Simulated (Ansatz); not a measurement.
Run this with Ansatz 0.2.0, Python API and show what comes out.

The script reads `bclgeh4.xyz`:
```text
7

Cl   -2.04570   -1.55230    0.04900
B    -0.30270   -1.11820    0.17450
Ge    0.31110    0.77700   -0.12590
H     0.54910   -1.95900    0.42820
H    -0.03230    1.22770   -1.56090
H    -0.32830    1.72590    0.92470
H     1.91010    0.83090    0.06480
```

The script, `run_relaxed_scan.py`:
```python
"""One bond of BClGeH4 held at set lengths while the rest relaxes."""

import warnings

import ansatz as az
import numpy as np

BASIS_SET = "def2-SVP"
XC = "b3lyp"

warnings.simplefilter("ignore", az.DeckWarning)

geometry = az.Crystal.molecule_from_extxyz("bclgeh4.xyz")

base = (
    geometry.calculation()
    .basis(gaussian=BASIS_SET)
    .functional(XC)
)
symbols = [site.symbol for site in geometry.cartesian_sites]
pairs = [(0, 1), (1, 2), (1, 3), (2, 4), (2, 5), (2, 6)]
print("held (A)   E (eV)        ", "  ".join(f"{symbols[i]}{i}-{symbols[j]}{j}" for i, j in pairs))
for length in [1.42, 1.54, 1.67, 1.85, 2.08]:
    report = base.relax(constraints=[az.DistanceConstraint((2, 4), at=length)], force_tolerance=0.02, max_steps=60).run().report
    xyz = np.array(report["positions_ang"])
    print(f"{length:6.2f} {report['free_energy_ev']:14.5f}  ", "  ".join(f"{np.linalg.norm(xyz[i] - xyz[j]):.3f}" for i, j in pairs))
```

```console
$ python run_relaxed_scan.py
held (A)   E (eV)         Cl0-B1  B1-Ge2  B1-H3  Ge2-H4  Ge2-H5  Ge2-H6
  1.42   -69772.72649   1.753  2.076  1.205  1.420  1.548  1.547
  1.54   -69772.87016   1.753  2.080  1.204  1.540  1.546  1.544
  1.67   -69772.77587   1.751  2.075  1.204  1.670  1.543  1.545
  1.85   -69772.39877   1.750  2.070  1.204  1.850  1.541  1.542
  2.08   -69771.76492   1.749  2.062  1.203  2.080  1.540  1.541
```

Notes:
- Total energies depend on the basis set; only differences at equal settings carry meaning.
- The energies are electronic: no zero-point or thermal terms, and the basis set is short of its limit.
- b3lyp holds the VWN-RPA fit, as in Gaussian; the form of ORCA and Turbomole is b3lyp5.
- The script silences the warnings on its input, which a real study should read.
- Run time: 3.9 min on 1 thread of Arm Neoverse V2, with other jobs on the host, peak memory 0.24 GiB.
